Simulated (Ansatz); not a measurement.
# Na3BrO (Pm-3m): scan of the energy under strain from a Python script

What does a strain cost in Na3BrO (Pm-3m)? Wanted for Na3BrO (Pm-3m): a scan of the energy under strain.

Program: Ansatz 0.2.0 through its Python package. Level of theory: DFT PBEsol, plane waves, PAW. These are calculated values, not measurements.

**1. The structure**

Symmetry: Pm-3m, No. 221, cubic system. Conventional cell: a = 4.533 Å, b = 4.533 Å, c = 4.533 Å, α = 90.00°, β = 90.00°, γ = 90.00°. Na (site symmetry 4/mmm) is surrounded by 2 O at 2.27 Å and 8 Na at 3.21 Å and 4 Br at 3.21 Å. Around Br (site symmetry m-3m) lie 12 Na at 3.21 Å. Around O (site symmetry m-3m) lie 6 Na at 2.27 Å.

The script holds or builds the structure itself.

**2. The code**

Input file strain_na3bro.py:

```python
import argparse
import warnings

import ansatz
import numpy as np
from tabulate import tabulate

parser = argparse.ArgumentParser(description="Energy of Na3BrO under uniaxial strain, ions carried with the cell.")
parser.add_argument("--filling", required=True, help="how the bands are filled")
parser.add_argument("--smearing-width", type=float, required=True, help="smearing width (eV)")
parser.add_argument("--kgrid", type=int, nargs=3, required=True, help="k-point sampling")
args = parser.parse_args()

VECTORS = np.array([
    [4.53313, 0.0, 0.0],
    [0.0, 4.53313, 0.0],
    [0.0, 0.0, 4.53313],
])
SITES = [
    ("Na", [0.0, 0.5, 0.5]),
    ("Na", [0.5, 0.0, 0.5]),
    ("Na", [0.5, 0.5, 0.0]),
    ("Br", [0.0, 0.0, 0.0]),
    ("O", [0.5, 0.5, 0.5]),
]


def make_crystal(cell):
    crystal = ansatz.Crystal(lattice=ansatz.Lattice.of(cell))
    for symbol, position in SITES:
        crystal = crystal.atom(symbol, position)
    return crystal

warnings.simplefilter("ignore", ansatz.DeckWarning)

values = np.linspace(-0.02, 0.02, 5)
energies = []
for d in values:
    strain = np.diag([0, 0, d])
    cell = VECTORS @ (np.eye(3) + strain)
    calc = (
        make_crystal(cell).calculation()
        .basis(41 * ansatz.Ry)
        .functional(ansatz.Functional.PBESOL)
        .occupations(args.filling, width=args.smearing_width)
        .kpoints(*args.kgrid)
        .stress()
    )
    rep = calc.run(threads=1).report
    energies.append(rep["free_energy_ev"] / len(SITES))
    s = rep["stress_gpa"]
    print(f"d = {d:+.4f}  stress xx yy zz xy (GPa, compression positive): {s[0][0]:8.3f} {s[1][1]:8.3f} {s[2][2]:8.3f} {s[0][1]:8.3f}")
energies = np.array(energies)

print(tabulate(zip(values, 1000 * (energies - energies.min())), headers=["strain", "dE (meV/atom)"], floatfmt=".3f"))
curvature = 2 * np.polyfit(values, energies, 3)[1]
volume = abs(np.linalg.det(VECTORS)) / len(SITES)
print(f"d2E/dd2 over the volume: {curvature / volume * 160.21766:.1f} GPa")
```

**3. The calls as engine input**

The engine receives this input (first run):

```yaml
crystal:
  lattice:
    - [4.53313, 0.0, 0.0]
    - [0.0, 4.53313, 0.0]
    - [0.0, 0.0, 4.4424674]
  atoms:
    - { symbol: Na, position: [0.0, 0.5, 0.5] }
    - { symbol: Na, position: [0.5, 0.0, 0.5] }
    - { symbol: Na, position: [0.5, 0.5, 0.0] }
    - { symbol: Br, position: [0.0, 0.0, 0.0] }
    - { symbol: O, position: [0.5, 0.5, 0.5] }
basis:
  ecutwfc: 557.833418042754
kpoints:
  mp_grid:
    grid: [4, 4, 4]
hamiltonian:
  xc: pbesol
scf:
  occupations:
    method: gaussian
    width: 0.05
output:
  stress: true
```

**4. Running it**

On the command line:

```bash
$ python strain_na3bro.py --filling gaussian --smearing-width 0.05 --kgrid 4 4 4
```

What it wrote:

```text
d = -0.0200  stress xx yy zz xy (GPa, compression positive):    0.568    0.568    1.795    0.000
d = -0.0100  stress xx yy zz xy (GPa, compression positive):    0.387    0.387    0.965    0.000
d = +0.0000  stress xx yy zz xy (GPa, compression positive):    0.216    0.216    0.216    0.000
d = +0.0100  stress xx yy zz xy (GPa, compression positive):    0.052    0.052   -0.460    0.000
d = +0.0200  stress xx yy zz xy (GPa, compression positive):   -0.104   -0.104   -1.069    0.000
  strain    dE (meV/atom)
--------  ---------------
  -0.020            2.275
  -0.010            0.679
   0.000            0.000
   0.010            0.149
   0.020            1.044
d2E/dd2 over the volume: 71.4 GPa
```

It took 13 s on 1 thread of Arm Neoverse V2, shared host; peak memory 0.43 GiB.

**5. What changed from run to run**

The engine's inputs for some of the other runs:

Run 2, against run 1:

```diff
@@ -5 +5 @@
-    - [0.0, 0.0, 4.4424674]
+    - [0.0, 0.0, 4.4877987]
```

Run 3, against run 1:

```diff
@@ -5 +5 @@
-    - [0.0, 0.0, 4.4424674]
+    - [0.0, 0.0, 4.53313]
```

Run 4, against run 1:

```diff
@@ -5 +5 @@
-    - [0.0, 0.0, 4.4424674]
+    - [0.0, 0.0, 4.5784613]
```

**6. The runs side by side**

The 5 runs, in the order started:

```
run  strain  energy from run 3 (meV/atom)  pressure (GPa)  SCF cycles  CPU time (s)
  1  -0.020                          2.27            0.98           6           2.8
  2  -0.010                          0.68            0.58           6           2.5
  3   0.000                          0.00            0.22           7           1.6
  4   0.010                          0.15           -0.12           7           2.7
  5   0.020                          1.04           -0.43           7           2.7
```

**7. Results**

| quantity | value |
| --- | --- |
| curvature under the strain | 71.4 GPa |
| runs compared | 5 |
| range of energy | 2.27 meV/atom |
| lowest point, strain | 0.000 |

In words: Against the unstrained cell the energy per atom changes by +2.27 meV at one end of the scan and +1.04 meV at the other, and its second derivative over the volume is 71.4 GPa. Notes:
- The curvature belongs to this strain pattern and to the cell's stress; it equals a single elastic constant only for simple patterns.
- This cell is a computed structure, which may not be the phase found in nature.
- The ions keep their fractional positions (clamped ions).
